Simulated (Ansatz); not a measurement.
# ClGeH₃S₃: up Jacob's ladder to CCSD(T)

An exercise on one series of results from a longer session: the logs are not shown, and one member is left open.

The runs use Ansatz 0.2.0, Gaussian basis; functionals in def2-TZVPP, the program's frozen cores in correlated methods.

Levels to be run: LDA (SPW92), PBE-D4, revPBE-D4, BLYP-D4, r2SCAN-D4, B97M-V, PBE0-D4, B3LYP-D4, r2SCANh-D4, r2SCAN0-D4, HSE06-D4, BHLYP-D4, CAM-B3LYP-D4, LC-ωPBE, ωB97X-V, ωB97M-V, B2PLYP, PBE-QIDH; CCSD(T)/def2-SVP; CCSD(T)/def2-TZVPP; MP2/def2-QZVPP; extrapolation to the limit; RPA on PBE.

**The geometry**

An earlier PBE0-D4 in a triple-zeta def2 set relaxation fixed the geometry.

8 atoms, charge 0, spin multiplicity 1.

Atoms are counted from 1 here; the program's logs count them from 0.

Bond lengths: S1–Ge2 2.204 Å, S1–H6 1.344 Å, Ge2–S3 2.204 Å, Ge2–S4 2.209 Å, Ge2–Cl5 2.151 Å, S3–H7 1.344 Å, S4–H8 1.345 Å. Angles: Ge2–S1–H6 92.7°, S1–Ge2–S3 104.1°, S1–Ge2–S4 115.1°, S1–Ge2–Cl5 110.3°, S3–Ge2–S4 113.1°, S3–Ge2–Cl5 112.3°, S4–Ge2–Cl5 102.2°, Ge2–S3–H7 92.4°, Ge2–S4–H8 92.6°.

The first run:

in.yaml reads:

```yaml
crystal:
  periodic: [false, false, false]
  atoms:
    - {symbol: S, position_ang: [-1.221968, 1.371096, 1.201705]}
    - {symbol: Ge, position_ang: [0.145156, 0.277932, -0.137252]}
    - {symbol: S, position_ang: [1.936732, -0.077057, 1.096260]}
    - {symbol: S, position_ang: [-0.683015, -1.572100, -1.014518]}
    - {symbol: Cl, position_ang: [0.578091, 1.455266, -1.885173]}
    - {symbol: H, position_ang: [-2.082379, 1.643068, 0.205129]}
    - {symbol: H, position_ang: [2.370679, -1.056615, 0.284656]}
    - {symbol: H, position_ang: [-0.951098, -2.098789, 0.193393]}
basis:
  gaussian: {orbitals: def2-TZVPP}
hamiltonian: {xc: lda}
output: {orbitals: {seedname: orbitals}}
```

Command:

```sh
$ ansatz run in.yaml --threads 4 --pin off --events-out ev --progress --plain --max-ram 10444MiB
```

Among the steps run: LDA; PBE-D4 (GGA); revPBE-D4 (GGA); BLYP-D4 (GGA); r2SCAN-D4 (meta-GGA); B97M-V (meta-GGA); B3LYP-D4 (hybrid); r2SCANh-D4 (hybrid); r2SCAN0-D4 (hybrid); HSE06-D4 (hybrid); BHLYP-D4 (hybrid); CAM-B3LYP-D4 (range-separated); LC-ωPBE (range-separated); ωB97X-V (range-separated); ωB97M-V (range-separated); B2PLYP (double hybrid); PBE-QIDH (double hybrid).

One table of the session follows, with a row left open; its other results are not shown here.

It belongs to the step «Orbital energies across the functionals». 

```
  functional  HOMO (eV)  LUMO (eV)  gap (eV)
 LDA (SPW92)      -6.59      -2.78      3.81
      PBE-D4          ?          ?         ?
   revPBE-D4      -6.42      -2.42      4.00
     BLYP-D4      -6.29      -2.43      3.85
   r2SCAN-D4      -6.78      -2.33      4.45
      B97M-V      -6.85      -2.21      4.64
     PBE0-D4      -7.72      -1.60      6.12
    B3LYP-D4      -7.45      -1.87      5.58
  r2SCANh-D4      -7.23      -2.00      5.24
  r2SCAN0-D4      -7.91      -1.49      6.42
    HSE06-D4      -7.32      -1.97      5.35
    BHLYP-D4      -8.80      -0.58      8.21
CAM-B3LYP-D4      -9.02      -0.57      8.45
     LC-ωPBE     -10.46       0.60     11.06
     ωB97X-V     -10.07       0.53     10.61
     ωB97M-V      -9.87       0.39     10.26
```

**Question.** Estimate the row for PBE-D4.

**Answer.** HOMO (eV): -6.47; LUMO (eV): -2.52; gap (eV): 3.95. In the column «HOMO (eV)» it lies between LDA (SPW92) (-6.59) and revPBE-D4 (-6.42).
